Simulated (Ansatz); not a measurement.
**HfH2F2: a trial structure relaxed**

Aim: relax a trial structure of HfH2F2 and see where it ends.

Computed with Ansatz 0.2.0 (DFT PBE, scalar-relativistic, plane waves, PAW, unless a step's input says otherwise).

## (1) The system as given

It takes space group I4/mmm (No. 139, tetragonal). The conventional cell has a = 3.629 Å, b = 3.629 Å, c = 8.327 Å, α = 90.00°, β = 90.00°, γ = 90.00°. Around Hf (site symmetry 4/mmm) lie 10 F at 2.75 to 3.16 Å and 8 H at 2.76 Å. Around H (site symmetry -4m2) lie 4 F at 2.11 Å and 4 H at 2.57 Å and 4 Hf at 2.76 Å. F (site symmetry 4mm) is surrounded by 1 F at 2.00 Å and 4 H at 2.11 Å and 4 Hf at 2.75 Å.

As a file:

```
Hf H F
1.0
    -1.81469    1.81469    4.16338
     1.81469   -1.81469    4.16338
     1.81469    1.81469   -4.16338
Hf H F
1 2 2
Direct
  0.00000 0.00000 0.00000
  0.75000 0.25000 0.50000
  0.25000 0.75000 0.50000
  0.38000 0.38000 0.00000
  0.62000 0.62000 0.00000
```

The cell is invented: species swapped into a database cell of NdNi2Sn2 (I4/mmm, No. 139), with Hf on the Nd sites, H on the Ni sites and F on the Sn sites. The dimensions are guesses.

## (2) The guess as it stands, on a coarse mesh

Contents of input.yaml:

```yaml
crystal:
  lattice:
    - [-1.81469098, 1.81469098, 4.16338096]
    - [1.81469098, -1.81469098, 4.16338096]
    - [1.81469098, 1.81469098, -4.16338096]
  atoms:
    - { symbol: Hf, position: [0.0, 0.0, 0.0] }
    - { symbol: H, position: [0.75, 0.25, 0.5] }
    - { symbol: H, position: [0.25, 0.75, 0.5] }
    - { symbol: F, position: [0.38, 0.38, 0.0] }
    - { symbol: F, position: [0.62, 0.62, 0.0] }
basis:
  ecutwfc: 420
kpoints:
  mp_grid: { grid: [6, 6, 6] }
hamiltonian:
  xc: pbe
scf:
  occupations: { method: gaussian, width: 0.1 }
  lower_state_search: "off"
output:
  forces: true
  stress: true
  eigenvalues: true
```

Launch:

```bash
$ ansatz run input.yaml --threads 1 --pin off --max-ram 2560MiB --backend cpu --events-out ev --progress --plain --runs-dir out
```

The session goes on with these runs: coarse relaxation; full relaxation.

Q: Predict the outcome of this session. Wanted: conventional cell; volume; energy over the elements; gap on the mesh.

As calculated:

```
                                                              quantity                                                                      value
                                symmetry at the end (tolerance 0.05 Å)                                               space group I4/mmm (No. 139)
                                                     conventional cell  a = 4.434 Å, b = 4.434 Å, c = 6.040 Å, α = 90.00°, β = 90.00°, γ = 90.00°
                                                                volume                                                              11.88 Å³/atom
energy over the elements (uncorrected; H, N, O, F and Cl as molecules)                                                              -0.73 eV/atom
                                                       gap on the mesh                                                               none (metal)
```

**Reading.** The space group I4/mmm (No. 139) is kept, and the volume per atom grows by 8.3 % from the first guess. A negative formation energy is needed for stability but isn't enough; other structures and compounds were not set against it here. No finished test with a distortion of lower symmetry is shown, so the end may be a saddle point. Spin-orbit coupling is left out for Hf.
